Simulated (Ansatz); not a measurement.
Predict the output of the script below (Ansatz 0.2.0, Python API).

The script, `run_scan.py`:
```python
"""Stretching a bond of CH4Ge, the rest held rigid."""

import warnings

import ansatz as az
import numpy as np

GEOMETRY = """
C    -0.07170   -0.45740   -0.41960
Ge    0.73590    0.29770    1.15970
H    -1.24840   -0.46720   -0.27980
H     0.34900   -1.41680   -0.64550
H     0.09190    0.24540   -1.31170
H     0.18540    1.73430    1.45060
"""

warnings.simplefilter("ignore", az.DeckWarning)

system = az.Crystal.molecule()
for line in GEOMETRY.strip().splitlines():
    symbol, *xyz = line.split()
    system = system.atom(symbol, [float(v) for v in xyz])

symbols = [site.symbol for site in system.cartesian_sites]
start = np.array([site.position_ang for site in system.cartesian_sites])
axis = (start[3] - start[0]) / np.linalg.norm(start[3] - start[0])
moving = [3]
lengths, energies = [0.943, 0.986, 1.029, 1.072, 1.115, 1.157, 1.2, 1.265], []
for length in lengths:
    xyz = start.copy()
    xyz[moving] += (length - np.linalg.norm(start[3] - start[0])) * axis
    point = az.Crystal.molecule()
    for symbol, xyz in zip(symbols, xyz):
        point = point.atom(symbol, xyz.tolist())
    base = (
        point.calculation()
        .basis(gaussian="def2-SVP")
        .correlation("ccsd_t")
    )
    report = base.run(threads=1).report
    energies.append(report["free_energy_ev"])
    print(f"r = {length:6.3f} A  E = {energies[-1]:.5f} eV  <S^2> = {abs(report['mean_field']['state']['spin_squared']):.3f}")

# quartic fit about the minimum
fit = np.polynomial.Polynomial.fit(lengths, np.array(energies) - min(energies), 4).convert()
roots = [r.real for r in fit.deriv().roots() if abs(r.imag) < 1e-9 and fit.deriv(2)(r.real) > 0]
r_e = min(roots, key=lambda r: abs(r - lengths[int(np.argmin(energies))]))
print(f"minimum of the fit at {r_e:.4f} A, force constant {fit.deriv(2)(r_e):.2f} eV/A^2")
```

```console
$ python run_scan.py
r =  0.943 A  E = -57568.10675 eV  <S^2> = 0.000
r =  0.986 A  E = -57568.40504 eV  <S^2> = 0.000
r =  1.029 A  E = -57568.58231 eV  <S^2> = 0.000
r =  1.072 A  E = -57568.66402 eV  <S^2> = 0.000
r =  1.115 A  E = -57568.67063 eV  <S^2> = 0.000
r =  1.157 A  E = -57568.62044 eV  <S^2> = 0.000
r =  1.200 A  E = -57568.52411 eV  <S^2> = 0.000
r =  1.265 A  E = -57568.31532 eV  <S^2> = 0.000
minimum of the fit at 1.0972 A, force constant 34.98 eV/A^2
```

Caveats:
- Total energies depend on the basis set; only differences at equal settings carry meaning.
- The rest of the molecule is held rigid at a force-field or estimated start geometry, and the basis set is modest; single-reference methods fail as a bond breaks.
- The orbitals are restricted, so S² is zero by construction.
- S² is that of the Hartree-Fock reference.
- Timing: 14 s on 1 thread of Arm Neoverse V2 (shared host), peak memory 0.23 GiB.

(Lines on the test bed's own set-up are left out of the output.)
